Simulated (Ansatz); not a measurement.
# CH3Te−: functionals against CCSD(T) at one geometry

One table from this session's results is given with a row withheld; the runs are named, their logs left out.

Program: Ansatz 0.2.0, Gaussian basis. Level of theory: single points in def2-TZVPPD. These are calculated values, not measurements.

Correlated methods freeze the cores. Filled d shells of the heavier atoms are correlated. Core potentials replace the inner electrons past krypton, and spin-orbit coupling is left out. B3LYP uses VWN-RPA correlation.

## The system as given

5 atoms, charge -1, spin multiplicity 1.

Atoms are counted from 1 here; the program's logs count them from 0.

Bond lengths: C1–Te2 1.976 Å, C1–H3 1.199 Å, C1–H4 1.266 Å. Angles: Te2–C1–H3 119.3°, Te2–C1–H4 122.9°, H3–C1–H4 108.9°.

Coordinates:

```xyz
5
CH3Te
C    -0.1896   -0.9886    0.2458
Te    1.2231    0.3908    0.3125
H    -1.1212   -0.9121    0.9962
H    -0.5754   -1.5272   -0.8330
H     0.3547    2.5010   -0.6014
```

The first run:

The input, run/in.yaml:

```yaml
crystal:
  periodic: [false, false, false]
  atoms:
    - {symbol: C, position_ang: [-0.189600, -0.988600, 0.245800]}
    - {symbol: Te, position_ang: [1.223100, 0.390800, 0.312500]}
    - {symbol: H, position_ang: [-1.121200, -0.912100, 0.996200]}
    - {symbol: H, position_ang: [-0.575400, -1.527200, -0.833000]}
    - {symbol: H, position_ang: [0.354700, 2.501000, -0.601400]}
basis:
  gaussian: {orbitals: "def2-TZVPPD.json"}
total_charge: -1
correlation: {method: ccsd_t}
output: {forces: true}
```

The basis file named in the input lies beside it (Basis Set Exchange, JSON).

The command line of these runs was not kept.

Among the steps run: CCSD(T)/def2-TZVPPD; PBE0-D4/def2-TZVPPD; wB97M-V/def2-TZVPPD; r2SCAN-D4/def2-TZVPPD; PBE-D4/def2-TZVPPD; B3LYP-D4/def2-TZVPPD; BHLYP-D4/def2-TZVPPD.

One of the session's tables, all rows but one given; the rest of the session is left out.

| method | RMS force component (eV/Å) | angle to CCSD(T) forces (°) |
| --- | --- | --- |
| CCSD(T) | 1.647 | reference |
| PBE0-D4 | ? | ? |
| wB97M-V | 1.632 | 7.8 |
| r2SCAN-D4 | 1.607 | 2.2 |
| PBE-D4 | 1.552 | 2.0 |
| B3LYP-D4 | 1.642 | 1.2 |
| BHLYP-D4 | 1.741 | 7.4 |

Estimate the missing values for PBE0-D4.

**Answer.** RMS force component (eV/Å): 1.628; angle to CCSD(T) forces (°): 5.3. In the column «RMS force component (eV/Å)» it lies between r2SCAN-D4 (1.607) and wB97M-V (1.632).
